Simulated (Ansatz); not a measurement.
# CH7FSi2: one species, many methods

One table from this session's results is given with a row withheld; the runs are named, their logs left out.

Method: functionals in def2-TZVPP, the program's frozen cores in correlated methods; program: Ansatz 0.2.0, Gaussian basis.

Plan: LDA (SPW92), PBE-D4, revPBE-D4, BLYP-D4, r2SCAN-D4, B97M-V, PBE0-D4, B3LYP-D4, r2SCANh-D4, r2SCAN0-D4, HSE06-D4, BHLYP-D4, CAM-B3LYP-D4, LC-ωPBE, ωB97X-V, ωB97M-V, B2PLYP, PBE-QIDH; CCSD(T)/def2-SVP; CCSD(T)/def2-TZVPP; MP2/def2-QZVPP; extrapolation to the limit; RPA on PBE.

## The geometry

An earlier PBE0-D4 in a triple-zeta def2 set relaxation fixed the geometry.

SMILES `C[SiH2][SiH2]F`, 11 atoms, charge 0, spin multiplicity 1.

Atoms are counted from 1 here; the program's logs count them from 0.

Bond lengths: C1–Si2 1.875 Å, C1–H5 1.092 Å, C1–H6 1.092 Å, C1–H7 1.092 Å, Si2–Si3 2.344 Å, Si2–H8 1.490 Å, Si2–H9 1.492 Å, Si3–F4 1.610 Å, Si3–H10 1.489 Å, Si3–H11 1.487 Å. Angles: Si2–C1–H5 110.6°, Si2–C1–H6 110.7°, Si2–C1–H7 110.8°, H5–C1–H6 108.2°, H5–C1–H7 108.1°, H6–C1–H7 108.2°, C1–Si2–Si3 111.7°, C1–Si2–H8 110.7°, C1–Si2–H9 110.8°, Si3–Si2–H8 109.0°, Si3–Si2–H9 106.9°, H8–Si2–H9 107.7°, Si2–Si3–F4 109.6°, Si2–Si3–H10 111.6°, Si2–Si3–H11 112.3°, F4–Si3–H10 107.1°, F4–Si3–H11 107.6°, H10–Si3–H11 108.4°.

The first run:

in.yaml reads:

```yaml
crystal:
  periodic: [false, false, false]
  atoms:
    - {symbol: C, position_ang: [-0.851345, 1.512436, 0.040293]}
    - {symbol: Si, position_ang: [-0.422912, -0.172684, 0.742588]}
    - {symbol: Si, position_ang: [1.155895, -1.287809, -0.582538]}
    - {symbol: F, position_ang: [0.587937, -1.444531, -2.081320]}
    - {symbol: H, position_ang: [-1.267097, 1.414962, -0.964788]}
    - {symbol: H, position_ang: [-1.589447, 2.016010, 0.668185]}
    - {symbol: H, position_ang: [0.036265, 2.145867, -0.018756]}
    - {symbol: H, position_ang: [-1.643076, -1.019796, 0.857805]}
    - {symbol: H, position_ang: [0.169316, -0.043822, 2.105659]}
    - {symbol: H, position_ang: [2.431522, -0.525886, -0.674510]}
    - {symbol: H, position_ang: [1.458242, -2.651647, -0.071918]}
basis:
  gaussian: {orbitals: def2-TZVPP}
hamiltonian: {xc: lda}
output: {orbitals: {seedname: orbitals}}
```

Launch:

```console
ansatz run in.yaml --threads 4 --pin off --events-out ev --progress --plain --max-ram 10444MiB
```

Among the steps run: LDA; PBE-D4 (GGA); revPBE-D4 (GGA); BLYP-D4 (GGA); r2SCAN-D4 (meta-GGA); B97M-V (meta-GGA); PBE0-D4 (hybrid); B3LYP-D4 (hybrid); r2SCANh-D4 (hybrid); r2SCAN0-D4 (hybrid); HSE06-D4 (hybrid); BHLYP-D4 (hybrid); CAM-B3LYP-D4 (range-separated); LC-ωPBE (range-separated); ωB97X-V (range-separated); ωB97M-V (range-separated); B2PLYP (double hybrid); PBE-QIDH (double hybrid).

One table of the session follows, with a row left open; its other results are not shown here.

It belongs to the step «Frontier levels by functional». 

```
  functional  HOMO (eV)  gap (eV)
 LDA (SPW92)      -6.93      5.32
      PBE-D4      -6.86      5.49
   revPBE-D4          ?         ?
     BLYP-D4      -6.75      5.54
   r2SCAN-D4      -7.13      6.09
      B97M-V      -7.24      5.97
     PBE0-D4      -8.05      7.54
    B3LYP-D4      -7.87      7.16
  r2SCANh-D4      -7.57      6.82
  r2SCAN0-D4      -8.22      7.91
    HSE06-D4      -7.65      6.77
    BHLYP-D4      -9.17      9.56
CAM-B3LYP-D4      -9.37      9.89
     LC-ωPBE     -10.66     12.34
     ωB97X-V     -10.34     11.88
     ωB97M-V     -10.10     11.34
```

Q: Estimate the row for revPBE-D4 from the others.

**Answer.** HOMO (eV): -6.82; gap (eV): 5.56. In the column «HOMO (eV)» it lies between PBE-D4 (-6.86) and BLYP-D4 (-6.75).
